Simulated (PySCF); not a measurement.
**GaH: from the state search to spectroscopic constants**

An exercise on one series of results from a longer session: the logs are not shown, and one member is left open.

Program: PySCF 2.14.0. Level of theory: Ga def2-SVPD, H def2-SVPD, no relativity. These are calculated values, not measurements.

The first run:

The job is set up so:

| Property | Result |
| --- | --- |
| atoms | Ga, H |
| charge | 0 |
| basis | Ga def2-SVPD, H def2-SVPD |
| Hamiltonian | no relativity |
| basis functions | 46 |
| electrons treated | 32 |
| masses in u | 68.9256, 1.0078 |
| levels | PBE0, PBE, r²SCAN, PW91, TPSSh, MN15, ωB97X, HF, MP2, SCS-MP2, CCSD, CCSD(T) |
| grid | 80 radial by 434 angular points |
| occupations | held fixed by the projection of orbital angular momentum |
| dissociation limit | Ga + H, each in its ground configuration |
| starting distance in angstrom | 1.525 |
| values of 2S to try | 0, 2 |

On the command line:

```console
> OMP_NUM_THREADS=1 python dia.py task.json out
```

Among the steps run: The job; First curve: PBE0; Other states along the same grid; PBE; r²SCAN (meta-GGA); PW91; TPSSh; MN15; ωB97X (range-separated hybrid); RHF; MP2 and coupled cluster.

One of the session's tables, all rows but one given; the rest of the session is left out.

Energy (eV) from each level's lowest point:

| R (Å) | RHF | RHF-MP2 | RHF-SCS-MP2 | RHF-CCSD | RHF-CCSD(T) |
| --- | --- | --- | --- | --- | --- |
| 1.447 | 0.350 | 0.300 | 0.313 | n/a | n/a |
| 1.515 | 0.153 | 0.122 | 0.131 | 0.139 | 0.139 |
| 1.582 | 0.044 | 0.028 | 0.032 | 0.038 | 0.038 |
| 1.633 | 0.007 | 0.000 | 0.002 | 0.004 | 0.005 |
| 1.683 | 0.000 | 0.001 | 0.000 | 0.000 | 0.000 |
| 1.734 | 0.018 | 0.026 | 0.022 | 0.019 | 0.018 |
| 1.801 | ? | ? | ? | ? | ? |
| 1.885 | 0.181 | 0.201 | 0.188 | 0.173 | 0.171 |
| 1.986 | 0.347 | 0.371 | 0.353 | 0.327 | 0.323 |
| 2.121 | 0.609 | 0.633 | 0.607 | n/a | n/a |

**Question.** Estimate the row for R (Å) = 1.801.

Worked estimate for «RHF». A straight line through the neighbours (1.734, 0.018) and (1.885, 0.181) gives 0.018 + (0.181 − 0.018) × (1.801 − 1.734) / (1.885 − 1.734) = 0.090; a parabola fitted to 4 rows on both sides gives 0.077.

**Answer.** RHF: 0.074; RHF-MP2: 0.089; RHF-SCS-MP2: 0.080; RHF-CCSD: 0.072; RHF-CCSD(T): 0.071. In «RHF» the line misses by +0.016 and the parabola by +0.003.

Caveats from the session: Lowest PBE0 solution found, without spin–orbit coupling: ¹Σ⁺ (singlet), closed shell. Warnings in the runs' records: inverted.
